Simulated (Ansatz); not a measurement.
# PbS: the cost of one run

Computed with Ansatz 0.2.0 (reference: DFT r2SCAN, plane waves, PAW, scalar-relativistic, no spin polarisation, unless a step's input says otherwise).

1 further run of the same task is left out (it didn't finish).

### Step 1. The system as given

It takes space group Fm-3m (No. 225, cubic). The conventional cell has a = 6.013 Å, b = 6.013 Å, c = 6.013 Å, α = 90.00°, β = 90.00°, γ = 90.00°. Around Pb (site symmetry m-3m) lie 6 S at 3.01 Å. Around S (site symmetry m-3m) lie 6 Pb at 3.01 Å.

As a file:

```cif
data_structure
_symmetry_space_group_name_H-M 'Fm-3m'
_symmetry_Int_Tables_number 225
_cell_length_a 6.0132
_cell_length_b 6.0132
_cell_length_c 6.0132
_cell_angle_alpha 90.000
_cell_angle_beta 90.000
_cell_angle_gamma 90.000
_cell_volume 217.43
loop_
_atom_site_label
_atom_site_type_symbol
_atom_site_symmetry_multiplicity
_atom_site_Wyckoff_symbol
_atom_site_fract_x
_atom_site_fract_y
_atom_site_fract_z
_atom_site_occupancy
Pb1 Pb 4 a 0.00000 0.00000 0.00000 1
S1 S 4 b 0.50000 0.00000 0.00000 1
```

### Step 2. The reference run

input.yaml

```yaml
crystal:
  lattice:
    - [0.0, 3.0066064, 3.0066064]
    - [3.0066064, 0.0, 3.0066064]
    - [3.0066064, 3.0066064, 0.0]
  atoms:
    - { symbol: Pb, position: [0.0, 0.0, 0.0] }
    - { symbol: S, position: [0.5, 0.5, 0.5] }
  symmetry: { tolerance: 0.0003 }
kpoints:
  mp_grid: { grid: [5, 5, 5], shift: [0, 0, 0] }
magnetization:
  spin_polarized: false
scf:
  occupations: { method: fermi_dirac }
hamiltonian:
  pseudopotentials: { kind: paw }
  xc: r2scan
basis:
  ecutwfc: 500
output:
  forces: true
  stress: true
  eigenvalues: true
relax:
  max_steps: 40
  cell: {}
```

On the command line:

```console
ansatz run input.yaml --threads 1 --pin off --max-ram 2560MiB --backend cpu --events-out ev --progress --plain --runs-dir out
```

**Question.** How long does this run take on 1 thread of an x86-64 CPU, shared host, and how much memory does it need?

About 5.1 s, with a peak of 0.48 GiB.
